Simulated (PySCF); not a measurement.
# CuH4NOSi: the cost of one run

Programs: PySCF 2.14.0. All values are calculated, for the isolated system unless a continuum is named. Atoms count from 0, parts from 1.

### Step 1. The system as given

Each species was relaxed by itself at PBE0-D3(BJ)/def2-SVPD.

### Step 2. Reaction energy: wB97M-D3(BJ)/def2-TZVPD

What the job is given:

```
{"job": {"kind": "react", "xc": "wB97M-D3(BJ)", "basis": "def2-TZVPD"}, "charge": 0, "multiplicity": 1}
-1 H5NOSi charge 0 multiplicity 1
N     -0.776240    -0.068680     0.982990
Si     0.204810    -0.445040    -0.381440
O      0.653490     0.855410    -1.343720
H     -1.723540     0.275310     0.915720
H     -0.401010     0.010200     1.916630
H     -0.539520    -1.300180    -1.339910
H      1.412820    -1.109810     0.187680
H      1.152290     1.564260    -0.931640

-1 CuH2N charge 0 multiplicity 1
N     -0.189770     0.040460    -0.306200
Cu     1.390220     0.500060     0.467520
H     -0.241860    -0.977620    -0.379690
H     -0.955470     0.298540     0.319660

+1 CuH4NOSi charge 0 multiplicity 1
O     -0.513540    -0.697330     1.370430
Si     0.232940    -0.602880    -0.148380
N      0.109150     1.022270    -0.658500
Cu    -1.497520     1.748620    -0.184920
H     -0.080600    -0.182170     2.055990
H     -0.529840    -1.632950    -0.920400
H      1.664870    -1.042020    -0.057300
H      0.614640     1.386440    -1.456990

+1 H3N charge 0 multiplicity 1
N      0.005180     0.000910     0.284500
H      0.925580    -0.199850    -0.095510
H     -0.631010    -0.697780    -0.088270
H     -0.283940     0.899250    -0.091350
```

Method: wB97M-D3(BJ)/def2-TZVPD reaction energy of separated species, gas phase.

On the command line:

```
$ OMP_NUM_THREADS=1 python cluster_run.py task.json out
```

This one command runs all jobs of the session in turn.

**Question.** How long does this first job take on 1 thread of Arm Neoverse N1, shared host, and how much memory does it need?

About 60 s, with a peak of 0.76 GiB.
